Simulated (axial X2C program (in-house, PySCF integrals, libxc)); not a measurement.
# SnP: properties at the nuclei

Aim: properties at the nuclei of SnP, with spin–orbit coupling in the Hamiltonian from the start.

The runs use an in-house X2C program for linear molecules on PySCF integrals; two-component X2C with atomic mean-field terms, Sn dyall-cv3z, P dyall-v3z.

All values are calculated.

**1. Input**

The input, task.json:

```json
{"zs": [50, 15], "q": 0, "bas": ["dyall-cv3z", "dyall-v3z"], "r0": 2.32, "levels": ["PBE0", "HF", "LDA", "TPSSh", "PBE"], "nst": 3}
```

Keys: zs atomic numbers; q charge; bas basis sets; r0 starting distance in Å; levels methods (HF also brings MP2); nst determinants followed.

Command:

```
$ python soeom.py task.json out
```

The runs that follow: Expectation values, lowest determinant; Expectation values, a higher determinant; Expectation values, a higher determinant.

What does the calculation give? Wanted: lowest determinant; Eeff magnitude; Ws magnitude Sn; A∥/gI Sn; qzz Sn; higher determinant (for each run or level that gives them).

As calculated:

| quantity | value |
| --- | --- |
| lowest determinant | Ω = 3/2 (excess of +ω over −ω: ω = 3/2) |
| Eeff magnitude (GV/cm), PBE0 | 0.0854 |
| Ws magnitude Sn (kHz), PBE0 | 0.00459 |
| A∥/gI Sn (MHz), PBE0 | 243 |
| qzz Sn (a.u.), PBE0 | -6.92 |
| higher determinant | Ω = 1/2 (excess of +ω over −ω: ω = 1/2) |
| Eeff magnitude (GV/cm), PBE0, higher determinant | 1.92 |
| Ws magnitude Sn (kHz), PBE0, higher determinant | 2.29 |
| A∥/gI Sn (MHz), PBE0, higher determinant | 639 |
| qzz Sn (a.u.), PBE0, higher determinant | -7.11 |
| higher determinant | Ω = 1/2 (excess of +ω over −ω: 2 × ω = -1/2, ω = 3/2) |
| Eeff magnitude (GV/cm), PBE0, higher determinant | 0.882 |
| Ws magnitude Sn (kHz), PBE0, higher determinant | 1.12 |
| A∥/gI Sn (MHz), PBE0, higher determinant | -2450 |
| qzz Sn (a.u.), PBE0, higher determinant | -4.60 |

What this shows: In the first state, the effective field runs from 0.0854 to 0.4 GV/cm over the mean-field levels, so the levels don't agree on it. The expectation values come from single determinants, which for open shells can mix terms of unlike spin or miss the lowest Ω, so a determinant need not be a state. Eeff is the effective electric field on the electron dipole moment in this Ω state and Ws the scalar–pseudoscalar constant (defined with the proton number Z and per Ω); A∥ is the parallel hyperfine constant, which follows by multiplying with the nuclear g factor gI = μI/(I μN); qzz is the electric field gradient, eQq0 = 234.96 MHz × Q/barn × qzz; μ is positive if P is the positive end. The operators were transformed with the bare-nucleus X2C matrices.
